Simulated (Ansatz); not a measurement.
# ClH10N2Si3 radical (built from SMILES Cl.[SiH3]N[SiH]N[SiH3]): search for a transition state

Wanted: the transition state of a four-centre ligand exchange (form Si1–Cl8, N2–H7 and break Si1–N2, H7–Cl8). The guess is relaxed with those distances held, a saddle search follows, and vibrations and two downhill relaxations check it.

The runs use Ansatz 0.2.0, Gaussian basis; PBE0-D4, def2-SVP first, then def2-TZVP.

152 further runs of the same task are left out: 152 set aside as unsound or not needed.

### 1 Where the work starts

The guess: 16 atoms, charge 0, spin multiplicity 2.

Atoms are counted from 1 here; the program's logs count them from 0.

Bond lengths: Si1–N2 1.838 Å, Si1–N4 1.735 Å, Si1–H6 1.459 Å, N2–Si3 1.780 Å, N2–H7 1.184 Å, N2–H9 1.017 Å, Si3–H10 1.463 Å, Si3–H11 1.462 Å, Si3–H12 1.454 Å, N4–Si5 1.742 Å, N4–H13 1.007 Å, Si5–H14 1.465 Å, Si5–H15 1.467 Å, Si5–H16 1.462 Å. Angles: N2–Si1–N4 104.9°, N2–Si1–H6 104.5°, N4–Si1–H6 111.7°, Si1–N2–Si3 119.9°, Si1–N2–H7 93.0°, Si1–N2–H9 111.4°, Si3–N2–H7 111.2°, Si3–N2–H9 112.3°, H7–N2–H9 106.8°, N2–Si3–H10 104.6°, N2–Si3–H11 109.6°, N2–Si3–H12 105.0°, H10–Si3–H11 110.4°, H10–Si3–H12 114.6°, H11–Si3–H12 112.2°, Si1–N4–Si5 129.9°, Si1–N4–H13 115.0°, Si5–N4–H13 113.7° and more.

Geometry (Å):

```xyz
16
charge 0, multiplicity 2
Si    0.63110    1.03520    0.83440
N     1.13190   -0.54880    0.04760
Si    0.97100   -0.75520   -1.71300
N    -1.03020    1.25210    0.38350
Si   -2.39100    0.18270    0.58480
H     0.77390    0.79440    2.26580
H     2.26630   -0.41770    0.36180
Cl    3.57190    0.36130    1.00180
H     0.77420   -1.34900    0.56360
H     1.41030   -2.12760   -1.96510
H    -0.42950   -0.58830   -2.09950
H     1.82540    0.26920   -2.29160
H    -1.28950    2.19770    0.15480
H    -1.90440   -1.17670    0.33430
H    -2.93180    0.27070    1.94550
H    -3.37960    0.60000   -0.40860
```

Distances that are to change: Si1–Cl8 3.02 Å, N2–H7 1.18 Å, Si1–N2 1.84 Å, H7–Cl8 1.65 Å.

### 2 Relaxing the guess with the reacting distances held

File hold/in.yaml:

```yaml
crystal:
  periodic: [false, false, false]
  atoms:
    - {symbol: Si, position_ang: [0.631100, 1.035200, 0.834400]}
    - {symbol: N, position_ang: [1.131900, -0.548800, 0.047600]}
    - {symbol: Si, position_ang: [0.971000, -0.755200, -1.713000]}
    - {symbol: N, position_ang: [-1.030200, 1.252100, 0.383500]}
    - {symbol: Si, position_ang: [-2.391000, 0.182700, 0.584800]}
    - {symbol: H, position_ang: [0.773900, 0.794400, 2.265800]}
    - {symbol: H, position_ang: [2.266300, -0.417700, 0.361800]}
    - {symbol: Cl, position_ang: [3.571900, 0.361300, 1.001800]}
    - {symbol: H, position_ang: [0.774200, -1.349000, 0.563600]}
    - {symbol: H, position_ang: [1.410300, -2.127600, -1.965100]}
    - {symbol: H, position_ang: [-0.429500, -0.588300, -2.099500]}
    - {symbol: H, position_ang: [1.825400, 0.269200, -2.291600]}
    - {symbol: H, position_ang: [-1.289500, 2.197700, 0.154800]}
    - {symbol: H, position_ang: [-1.904400, -1.176700, 0.334300]}
    - {symbol: H, position_ang: [-2.931800, 0.270700, 1.945500]}
    - {symbol: H, position_ang: [-3.379600, 0.600000, -0.408600]}
basis:
  gaussian: {orbitals: def2-SVP}
magnetization: {spin_polarized: true, initial_magnetization: 1}
hamiltonian: {xc: pbe0, dispersion: d4}
relax: {f_tol: 0.04, max_steps: 150, escape_saddle: false, constraints: [{distance: [0, 7]}, {distance: [1, 6]}, {distance: [0, 1]}, {distance: [6, 7]}]}
```

Command:

```sh
$ ansatz run in.yaml --threads 4 --pin off --events-out ev --progress --plain --max-ram 66560MiB --backend cpu
```

Further steps of the session: Force constants to start from; Saddle search in the small basis; Saddle search in triple zeta; Vibrations at the point found; Relaxing after a step of 0.30 Å one way along the mode; Relaxing after a step of 0.30 Å the other way along the mode.

**Question.** What will these runs give? Wanted: imaginary mode; barrier from the start side; barrier from the end side; energy of the step; pairs that change; zero-point energy at the saddle.

The runs gave:

| quantity | value |
| --- | --- |
| imaginary mode | 631i cm⁻¹ |
| barrier from the start side | 0.379 eV |
| barrier from the end side | 0.489 eV |
| energy of the step | -0.110 eV |
| pairs that change | Si1–Cl8 formed, N2–H7 formed, H7–Cl8 broken |
| zero-point energy at the saddle | 2.697 eV |

The point has a single imaginary mode (631i cm⁻¹), as a transition state must. It joins the planned start and end. At PBE0-D4/def2-TZVP the electronic barrier is 0.379 eV, about 15 kT at 298 K, and the step runs 0.110 eV downhill. A step off the saddle overshot and began above it in energy, so the link to its end is likely but not proven.
